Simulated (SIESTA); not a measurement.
**ZrB in SIESTA: the effect of functional**

The system is ZrB.

```
Zr B
1.0
     0.00000    2.32500    2.32500
     2.32500    0.00000    2.32500
     2.32500    2.32500    0.00000
Zr B
1 1
Cartesian
  0.0000 0.0000 0.0000
  2.3250 2.3250 2.3250
```

Alike in all runs:

| Item | Value |
| --- | --- |
| Program | SIESTA 5.4.2 |
| Task | band structure |
| Basis | DZP (energy shift 0.003 Ry; two zetas on semicore shells) |
| Grid cutoff | 800 Ry |
| Energy shift | 0.003 Ry |
| k mesh | 10 × 10 × 10 |
| Occupations | fermi-dirac, width 0.05 eV |
| Spin | no spin polarisation |

**Question.** One run gave: pressure 43.9 GPa. Which functional did it use?
A. LDA
B. PW91
C. revPBE
D. BLYP
E. RPBE

**Answer.** D.

```tsv
functional	potentials or basis	pressure (GPa)
LDA	PseudoDojo 0.4 standard (LDA files)	26.3
PBEsol	PseudoDojo 0.4 standard (PBEsol files)	30.4
AM05	PseudoDojo 0.4 standard (PBEsol files)	29.5
WC	PseudoDojo 0.4 standard (PBEsol files)	31.3
PW91	PseudoDojo 0.4 standard (PBE files)	36.0
revPBE	PseudoDojo 0.4 standard (PBE files)	37.3
RPBE	PseudoDojo 0.4 standard (PBE files)	37.9
BLYP	PseudoDojo 0.4 standard (PBE files)	43.9
```

Caveats: the basis of atomic orbitals isn't converged, which shifts pressures, moduli and gaps; a pressure of tens of GPa on the cell as given is suspect, and the run, the potentials or the cell itself is likely at fault (some runs); the potentials were made for another functional, which shifts forces and pressure (some runs).

Runs at the PBE level aren't shown here.
